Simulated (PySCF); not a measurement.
# C5H9N2: the cost of one run

Programs: PySCF 2.14.0, with routines of our own; each step states its level. All values are computed. Atoms count from 0.

### 1 The starting structure

16 atoms, charge 1, multiplicity 1; geometry from: GFN2-xTB.

### 2 Optimising the geometry at B3LYP/def2-SVP

The job: settings as JSON, then the geometry in Å.

```
{"job": {"xc": "B3LYP", "basis": "def2-SVP", "grid": 1, "kind": "geom"}, "charge": 1, "multiplicity": 1}
N     -3.351922     0.055647     0.499901
C     -2.292494    -0.573878     0.027273
C     -0.998207    -0.103583     0.114991
C      0.065200    -0.827429    -0.408346
C      1.415641    -0.496668    -0.402607
C      1.963672     0.647630     0.141276
N      3.255603     0.916642     0.122599
H     -3.256777     0.946618     0.965903
H     -4.278689    -0.329894     0.410417
H     -2.478333    -1.523855    -0.459022
H     -0.830073     0.844947     0.602930
H     -0.185515    -1.768432    -0.881696
H      2.096148    -1.198521    -0.864467
H      1.333841     1.387779     0.616249
H      3.629431     1.760914     0.526074
H      3.904875     0.271025    -0.304791
```

On the command line:

```console
$ OMP_NUM_THREADS=1 python excited_run.py task.json out
```

The driver reads the jobs from task.json and runs them one after another.

Q: Estimate the wall time and peak memory of this first job on 1 thread of Arm Neoverse V2, shared host.

About 28 s, with a peak of 0.6 GiB.
